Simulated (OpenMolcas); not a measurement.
# Hf³⁺ among point charges: CASSCF levels and susceptibility

Aim: the splitting of the states of Hf³⁺ in the field of 6 point charges, its lowest levels with spin-orbit coupling and its magnetic susceptibility.

Method: state-averaged CASSCF, spin-orbit coupling by RASSI with atomic mean-field integrals. Code: OpenMolcas 26.06.

1 further run of the same task is left out (it didn't finish).

### 1 What is computed

| Quantity | Value |
| --- | --- |
| Species | Hf³⁺ (hafnium, Z = 72, 69 electrons) |
| Basis | ANO-RCC-VDZP [7s6p4d2f1g], 68 functions |
| Scalar Hamiltonian | DKH2, point nucleus |
| Inactive shells | 1s 2s 2p 3s 3p 3d 4s 4p 4d 4f 5s 5p |
| Active space | 1 electron in 5 orbitals (5d) |
| Some configurations of this space | 5d |
| Orbitals | optimised for each spin and parity, averaged over all roots |

Outer shells as boxes (Hund's rule):

5d
```
5d [↑ ][  ][  ][  ][  ]
```

The ion sits among 6 point charges of -1.7 e arranged as a trigonal antiprism (D3d), 2.05 Å from the ion, with a polar angle of 50.9° against the regular 54.74°. The active orbitals were held to one l.

The work runs as a chain of OpenMolcas steps in one folder; each step below is one input file. Labels, J, g values, rates, χT and fits are worked out afterwards by a script from the matrices that RASSI stores. The input lists half of the charges; inversion (Group=XYZ) makes the rest.

### 2 GATEWAY and SEWARD: basis and integrals

File a.inp:

```
&GATEWAY
Coord
1

Hf 0.0 0.0 0.0
Basis=ANO-RCC-VDZP
Group=XYZ
NoMove
AngMom=0.0 0.0 0.0
AMFI
XField
3 Angstrom 0
0.000000 1.590988 1.292771 -1.700000
1.377836 -0.795494 1.292771 -1.700000
1.377836 0.795494 -1.292771 -1.700000
&SEWARD
```

Run with:

```bash
$ OMP_NUM_THREADS=1 MOLCAS_MEM=1689 MOLCAS_PROJECT=a pymolcas a.inp > a.log
```

Log:

```text
Basis set label: HF.ANO-RCC...7S6P4D2F1G.

      Electronic valence basis set:
      ------------------
      Associated Effective Charge  72.000000 au
      Associated Actual Charge     72.000000 au
      Nuclear Model: Point charge

      Shell  nPrim  nBasis  Cartesian Spherical Contaminant
         s      24       7        X
         p      21       6        X
         d      15       4                 X
         f      11       2                 X
         g       4       1                 X
                  Relativistic Douglas-Kroll-Hess integrals:
                    - DKH order of Hamiltonian: 2
                    - DKH order of Properties : 0
                  Atomic mean-field integrals
```

### 3 Reference wave functions, doublets of even parity, 5 roots

File a.inp:

```
&RASSCF
FileOrb=start.orb
Symmetry=1
Spin=2
nActEl=1 0 0
Inactive=15 19
Ras2=5 0
CIRoot=5 5 1
SDav=5
CIMx=300
Iter=120 100
PrWF=0.3
OrbListing=Nothing
MaxOrb=0
SupSym
1
20 4 5 6 7 8 10 11 12 13 14 16 17 18 19 20 23 24 25 26 27
0
>>> COPY $Project.JobIph JOB001
```

start.orb holds the contracted functions of the basis, ordered by shell, or the orbitals of the step before.

Log:

```text
Wave function specifications:
      -----------------------------

      Number of closed shell electrons          68
      Number of electrons in active shells       1
      Max number of holes in RAS1 space          0
      Max nr of electrons in RAS3 space          0
      Number of inactive orbitals               34
      Number of active orbitals                  5
      Number of secondary orbitals              29
      Spin quantum number                      0.5
      State symmetry                             1
Orbital specifications:
      -----------------------

      Symmetry species                           1   2
                                                ag  au
      Frozen orbitals                            0   0
      Inactive orbitals                         15  19
      Active orbitals                            5   0
      RAS1 orbitals                              0   0
      RAS2 orbitals                              5   0
      RAS3 orbitals                              0   0
      Secondary orbitals                        16  13
      Deleted orbitals                           0   0
      Number of basis functions                 36  32
      Number of CSFs                             5
      Number of root(s) required                 5
      Iter CI   SX   CI       RASSCF       Energy    max ROT     max BLB   max BLB  Level Ln srch  Step   QN
          iter iter root      energy       change     param      element    value   shift minimum  type update
 Nr of preliminary CI iterations:   1
      Total energies have been shifted. Add               -15000.00 au
        1   1    6    0   -70.41275695    0.00E+00   1.43E-01*  19  22 2  1.19E-01*  0.00   0.00    SX    NO
        2   1    7    0   -70.42996609   -1.72E-02*  3.17E-02   16  32 2 -1.13E-01*  0.00   0.00    SX    NO
        3   1    6    0   -70.42861492    1.35E-03*  2.84E-02   11  27 2  1.24E-01*  0.00   0.00    SX    NO
        4   1    7    0   -70.42695066    1.66E-03*  3.07E-02   16  32 2 -1.37E-01*  0.00   0.00    SX    NO
        5   1    7    0   -70.42461118    2.34E-03*  2.11E-02   16  32 2  1.55E-01*  0.00   0.47    SX   YES
        6   1    6    0   -70.43474558   -1.01E-02*  5.16E-03   16  32 2 -4.86E-02*  0.00   0.76    QN   YES
        7   1    4    0   -70.43586240   -1.12E-03* -1.93E-04   16  32 2 -3.64E-04*  0.00   1.01    QN   YES
        8   1    4    0   -70.43586253   -1.28E-07* -1.33E-05   17  23 2  3.30E-05   0.00   1.02    QN   YES
        9   1    3    0   -70.43586253   -8.00E-10  -3.01E-06   11  27 2  2.55E-06   0.00   1.07    QN   YES
      Convergence after  9 iterations
       10   1    3    0   -70.43586253   -3.64E-11  -3.01E-06   12  18 1 -1.99E-07   0.00   1.07    QN   YES
      Natural orbitals and occupation numbers for root  1
      sym 1:   1.000000   0.000000   0.000000   0.000000   0.000000
      Natural orbitals and occupation numbers for root  2
      sym 1:  -0.000000  -0.000000   0.000000   0.000000   1.000000
      Natural orbitals and occupation numbers for root  3
      sym 1:   0.000000   0.000000   1.000000  -0.000000   0.000000
::    RASSCF root number  1 Total energy: -15070.49700321
::    RASSCF root number  2 Total energy: -15070.49700320
::    RASSCF root number  3 Total energy: -15070.46427786
::    RASSCF root number  4 Total energy: -15070.36051418
::    RASSCF root number  5 Total energy: -15070.36051418
```

### 4 RASSI: spin-orbit coupling between the states

File a.inp:

```
&RASSI
NrOfJobIphs=1 5
1 2 3 4 5
IphNames
JOB001
EJob
SpinOrbit
DIPRint=1.0
SOCoupling=1000.0
Subsets=2
Property=9
'ANGMOM' 1 'ANGMOM' 2 'ANGMOM' 3 'MLTPL  1' 1 'MLTPL  1' 2 'MLTPL  1' 3
'AMFI' 1 'AMFI' 2 'AMFI' 3
SOProperty=3
'ANGMOM' 1 'ANGMOM' 2 'ANGMOM' 3
```

Run with:

```bash
$ OMP_NUM_THREADS=1 MOLCAS_MEM=1689 MOLCAS_PROJECT=a pymolcas a.inp > a.log
```

Log:

```text
SPIN-FREE ENERGIES:
  (Shifted by EMIN (a.u.) =     -15070.4970032070)

 SF State       Relative EMIN(au)   Rel lowest level(eV)    D:o, cm**(-1)      L_eff

     1             0.0000000000        0.0000000000              0.0000         2.0
     2             0.0000000025        0.0000000667              0.0005         2.0
     3             0.0327253431        0.8905019519           7182.3826         2.0
     4             0.1364890241        3.7140555535          29955.8783         2.0
     5             0.1364890267        3.7140556247          29955.8788         2.0
     Dipole printing threshold changed to   1.00000000E+00
Eigenvalues of complex Hamiltonian:
   -----------------------------------
  (Shifted by EMIN (a.u.) =     -15070.4970032070)

 SO State       Relative EMIN(au)   Rel lowest level(eV)    D:o, cm**(-1)     J-value

     1            -0.0050099142        0.0000000000              0.0000         1.2
     2            -0.0050099142        0.0000000000              0.0000         1.2
     3             0.0036720172        0.2362473898           1905.4637         1.3
     4             0.0036720172        0.2362473898           1905.4637         1.3
     5             0.0324412776        1.0190988466           8219.5865         2.0
     6             0.0324412776        1.0190988466           8219.5865         2.0
     7             0.1355636154        3.8252006114          30852.3236         1.8
     8             0.1355636154        3.8252006114          30852.3236         1.8
     9             0.1390364004        3.9196999063          31614.5118         1.8
    10             0.1390364004        3.9196999063          31614.5118         1.8
Weights of the five most important spin-orbit-free states for each spin-orbit state.

 SO State  Total energy (au)           Spin-free states, spin, and weights
 -------------------------------------------------------------------------------------------------------
    1        -0.005010       1 0.5  0.4978    2 0.5  0.4978    4 0.5  0.0022    5 0.5  0.0022    3 0.5  0.0000
    2        -0.005010       1 0.5  0.4978    2 0.5  0.4978    4 0.5  0.0022    5 0.5  0.0022    3 0.5  0.0000
    3         0.003672       2 0.5  0.4900    1 0.5  0.4900    3 0.5  0.0177    5 0.5  0.0011    4 0.5  0.0011
    4         0.003672       2 0.5  0.4900    1 0.5  0.4900    3 0.5  0.0177    5 0.5  0.0011    4 0.5  0.0011
    5         0.032441       3 0.5  0.9746    1 0.5  0.0093    2 0.5  0.0093    4 0.5  0.0034    5 0.5  0.0034
    6         0.032441       3 0.5  0.9746    1 0.5  0.0093    2 0.5  0.0093    4 0.5  0.0034    5 0.5  0.0034
    7         0.135564       4 0.5  0.4955    5 0.5  0.4955    3 0.5  0.0077    1 0.5  0.0006    2 0.5  0.0006
    8         0.135564       4 0.5  0.4955    5 0.5  0.4955    3 0.5  0.0077    1 0.5  0.0006    2 0.5  0.0006
    9         0.139036       5 0.5  0.4978    4 0.5  0.4978    2 0.5  0.0022    1 0.5  0.0022    3 0.5  0.0000
   10         0.139036       5 0.5  0.4978    4 0.5  0.4978    2 0.5  0.0022    1 0.5  0.0022    3 0.5  0.0000
 -------------------------------------------------------------------------------------------------------
```

Time for these steps: 1.9 s (1 thread of Arm Neoverse V1, shared host).

Spin-free states, with their symmetry labels:

```
state  degeneracy  E (cm-1)  free-ion L (%)
   2E           2         0         D (100)
  2A1           1      7182         D (100)
   2E           2     29956         D (100)
```

With spin-orbit coupling:

| E (cm-1) | Degeneracy | Label | 2S+1 | g |
| --- | --- | --- | --- | --- |
| 0.0 | 2 | E3/2 | 2 | 0.00 0.00 0.97 |
| 1905 | 2 | E1/2 | 2 | 0.28 0.28 4.42 |
| 8220 | 2 | E1/2 | 2 | 1.80 1.90 1.90 |
| 30852 | 2 | E1/2 | 2 | 0.39 0.39 1.38 |
| 31615 | 2 | E3/2 | 2 | 0.00 0.00 2.94 |

Principal g values are given for doublets only; a zero marks a field direction without first-order Zeeman splitting.

Powder χT (cm³ K/mol): 0.03 at 2 K, 0.03 at 5 K, 0.03 at 10 K, 0.03 at 20 K, 0.04 at 50 K, 0.05 at 100 K, 0.06 at 150 K, 0.06 at 200 K, 0.07 at 250 K, 0.08 at 300 K.

### 5 Results

```
                                            quantity                              value
                                              method                             CASSCF
                              spin-free ground state     2E, 2-fold in its orbital part
first state of the same spin within the active space                   2A1 at 7180 cm⁻¹
                                        lowest level  2-fold E3/2, g = 0.00, 0.00, 0.97
                                          next level                        1905.5 cm⁻¹
                                         χT at 300 K                     0.08 cm³ K/mol
                           effective moment at 300 K                            0.80 μB
```

In words: The spin-free ground state (2E) comes to 100 % from free-ion D terms and keeps the highest spin of the shell. χT at 300 K is 0.08, against 0.38 cm³ K/mol for the spin alone, so orbital moment lowers it. The field of point charges can differ much from that of real complexes. Point charges carry no covalency, so the field is a model and not that of real ligands.
